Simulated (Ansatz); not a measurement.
Debugging a ladder of methods at one geometry of C2H7BO, SMILES BOCC (Ansatz 0.2.0 through its Python package).

Contents of `c2h7bo.xyz`:
```text
11

B    -0.42000    1.81190    0.79620
O     0.11280    0.97580   -0.24310
C    -0.11890   -0.36050    0.12890
C     0.58960   -1.26700   -0.91660
H    -1.58940    2.20460    0.67170
H     0.19200    2.24540    1.68900
H     0.44420   -0.58140    1.11800
H    -1.13550   -0.58240    0.21420
H     0.03050   -1.08260   -1.85210
H     1.60730   -1.08260   -0.98480
H     0.35270   -2.33820   -0.60090
```

`c2h7bo_methods.py`
```python
'''C2H7BO at several levels of theory.'''

from pathlib import Path
import logging
import sys

import ansatz as az
import numpy as np

logging.basicConfig(stream=sys.stdout, format='%(name)s: %(message)s')
log = logging.getLogger('calc')
log.setLevel(logging.INFO)


def main() -> None:
    c2h7bo = az.Crystal.molecule_from_extxyz('c2h7bo.xyz')

    base = (
        c2h7bo.calculation()
        .basis(gaussian='def2-SVP')
        .spin('collinear', total=2)
    )

    log.info('functional    E (Ha)        dipole (D)   HOMO (eV)  LUMO (eV)')
    for name in ['r2scan', 'pbe0', 'hse06', 'lc_wpbe']:
        r = base.functional(name).forces().orbitals().run(threads=1, runs_dir='runs').report
        lines = Path(r['orbitals_path']).read_text().splitlines()
        field_of = lambda key: [line.split('=')[1].strip() for line in lines if line.startswith(key)]
        orbitals = [(27.211386 * float(e), s, float(n)) for e, s, n in zip(field_of('Ene='), field_of('Spin='), field_of('Occup='))]
        homo = max(e for e, _, n in orbitals if n > 0.5)
        lumo = min(e for e, _, n in orbitals if n < 0.5)
        dipole = 4.803205 * np.linalg.norm(r['charge_distribution']['dipole_moment_e_ang'])
        log.info(f'{name:10s} {r["free_energy_ev"] / 27.211386246:14.6f} {dipole:9.3f} {homo:11.3f} {lumo:10.3f}')


if __name__ == '__main__':
    main()
```

`python c2h7bo_methods.py` gives:
```text
calc: functional    E (Ha)        dipole (D)   HOMO (eV)  LUMO (eV)
calc: r2scan        -180.092652     2.718      -2.898     -6.137
calc: pbe0          -179.978262     2.726      -3.639     -5.381
calc: hse06         -179.968036     2.724      -3.238     -5.765
calc: lc_wpbe       -180.077945     2.670      -6.319     -3.233
```

The script ran to its end, but the result can't be trusted. Why?

The fault: the spin state is higher than the ground state's. The correction:

`c2h7bo_methods.py`
```python
'''C2H7BO at several levels of theory.'''

from pathlib import Path
import logging
import sys

import ansatz as az
import numpy as np

logging.basicConfig(stream=sys.stdout, format='%(name)s: %(message)s')
log = logging.getLogger('calc')
log.setLevel(logging.INFO)


def main() -> None:
    c2h7bo = az.Crystal.molecule_from_extxyz('c2h7bo.xyz')

    base = c2h7bo.calculation().basis(gaussian='def2-SVP')

    log.info('functional    E (Ha)        dipole (D)   HOMO (eV)  LUMO (eV)')
    for name in ['r2scan', 'pbe0', 'hse06', 'lc_wpbe']:
        r = base.functional(name).forces().orbitals().run(threads=1, runs_dir='runs').report
        lines = Path(r['orbitals_path']).read_text().splitlines()
        field_of = lambda key: [line.split('=')[1].strip() for line in lines if line.startswith(key)]
        orbitals = [(27.211386 * float(e), s, float(n)) for e, s, n in zip(field_of('Ene='), field_of('Spin='), field_of('Occup='))]
        homo = max(e for e, _, n in orbitals if n > 0.5)
        lumo = min(e for e, _, n in orbitals if n < 0.5)
        dipole = 4.803205 * np.linalg.norm(r['charge_distribution']['dipole_moment_e_ang'])
        log.info(f'{name:10s} {r["free_energy_ev"] / 27.211386246:14.6f} {dipole:9.3f} {homo:11.3f} {lumo:10.3f}')


if __name__ == '__main__':
    main()
```

With that change:

```console
$ python c2h7bo_methods.py
calc: functional    E (Ha)        dipole (D)   HOMO (eV)  LUMO (eV)
calc: r2scan        -180.227552     1.326      -6.217     -1.854
calc: pbe0          -180.122952     1.346      -7.452     -1.231
calc: hse06         -180.112484     1.345      -7.046     -1.620
calc: lc_wpbe       -180.231607     1.396     -10.196      1.234
```

Caveats:
- Total energies depend on the basis set; only differences at equal settings carry meaning.
- The geometry is a force-field or estimated start, not a minimum of this method, and the basis set is short of its limit. A lower total doesn't mark the better method: functionals have no common bound, and MP2 and coupled cluster aren't variational.
- Levels such as HOMO and LUMO are orbital energies: with these approximate functionals they aren't the ionisation energy and electron affinity, and their gap isn't the fundamental gap.
- hse06 follows the composition of plane-wave codes, whose totals differ by tens of mHa, up to about 0.1 Ha, from the form usual in Gaussian-basis programs (wpbeh).
- Hardware and time: 12 s on 1 thread of Arm Neoverse V2 (shared host), peak memory 0.25 GiB.

(Lines on the test bed's own set-up are left out of the output.)
